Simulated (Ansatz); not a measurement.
# AlOF2 radical: one species, many methods

An exercise on one series of results from a longer session: the logs are not shown, and one member is left open.

Computed with Ansatz 0.2.0, Gaussian basis. Level: functionals in def2-TZVPP, the program's frozen cores in correlated methods.

The runs, in order: LDA (SPW92), PBE-D4, revPBE-D4, BLYP-D4, r2SCAN-D4, B97M-V, PBE0-D4, B3LYP-D4, r2SCANh-D4, r2SCAN0-D4, HSE06-D4, BHLYP-D4, CAM-B3LYP-D4, LC-ωPBE, ωB97X-V, ωB97M-V, B2PLYP, PBE-QIDH; CCSD(T)/def2-SVP; CCSD(T)/def2-TZVPP; MP2/def2-QZVPP; extrapolation to the limit; RPA on PBE.

## The relaxed structure

An earlier PBE0-D4 in a triple-zeta def2 set relaxation fixed the geometry.

4 atoms, charge 0, spin multiplicity 2.

Atoms are counted from 1 here; the program's logs count them from 0.

Bond lengths: O1–Al2 1.725 Å, Al2–F3 1.631 Å, Al2–F4 1.631 Å. Angles: O1–Al2–F3 119.0°, O1–Al2–F4 119.0°, F3–Al2–F4 122.1°.

Set-up of the first run:

Contents of in.yaml:

```yaml
crystal:
  periodic: [false, false, false]
  atoms:
    - {symbol: O, position_ang: [0.682884, -0.910852, 1.260038]}
    - {symbol: Al, position_ang: [-0.000600, 0.004340, -0.032429]}
    - {symbol: F, position_ang: [-1.477155, -0.401591, -0.592469]}
    - {symbol: F, position_ang: [0.850369, 1.247904, -0.655340]}
basis:
  gaussian: {orbitals: def2-TZVPP}
magnetization: {spin_polarized: true, initial_magnetization: 1}
hamiltonian: {xc: lda}
output: {orbitals: {seedname: orbitals}}
```

Among the steps run: LDA; PBE-D4 (GGA); revPBE-D4 (GGA); BLYP-D4 (GGA); r2SCAN-D4 (meta-GGA); B97M-V (meta-GGA); PBE0-D4 (hybrid); B3LYP-D4 (hybrid); r2SCANh-D4 (hybrid); r2SCAN0-D4 (hybrid); HSE06-D4 (hybrid); BHLYP-D4 (hybrid); CAM-B3LYP-D4 (range-separated); LC-ωPBE-D4 (range-separated; the results give it without D4); ωB97X-V (range-separated); ωB97M-V (range-separated); B2PLYP (double hybrid); PBE-QIDH (double hybrid).

One of the session's tables, all rows but one given; the rest of the session is left out.

It belongs to the step «Frontier levels by functional». 

| functional | HOMO (eV) | LUMO (eV) | gap (eV) |
| --- | --- | --- | --- |
| LDA (SPW92) | -8.17 | -7.79 | 0.38 |
| PBE-D4 | -8.04 | -6.99 | 1.06 |
| revPBE-D4 | -7.96 | -6.77 | 1.18 |
| BLYP-D4 | ? | ? | ? |
| r2SCAN-D4 | -8.44 | -6.12 | 2.31 |
| B97M-V | -8.49 | -6.02 | 2.46 |
| PBE0-D4 | -9.81 | -4.99 | 4.81 |
| B3LYP-D4 | -9.56 | -5.64 | 3.92 |
| r2SCANh-D4 | -9.09 | -5.43 | 3.66 |
| r2SCAN0-D4 | -10.07 | -4.41 | 5.66 |
| HSE06-D4 | -9.39 | -5.40 | 3.99 |
| BHLYP-D4 | -11.51 | -3.21 | 8.30 |
| CAM-B3LYP-D4 | -11.40 | -3.91 | 7.49 |
| LC-ωPBE | -12.83 | -2.31 | 10.52 |
| ωB97X-V | -12.40 | -2.69 | 9.71 |
| ωB97M-V | -12.29 | -2.73 | 9.56 |

**Question.** Estimate the row for BLYP-D4.

Worked estimate for «HOMO (eV)». Against the share of exact exchange, B3LYP-D4 (0.2, -9.56), BHLYP-D4 (0.5, -11.51) give a slope of -6.50 per unit share; at 0 the line stands at -8.26.

The run gave: HOMO (eV): -7.97; LUMO (eV): -7.00; gap (eV): 0.98. In «HOMO (eV)» the line misses by -0.29.
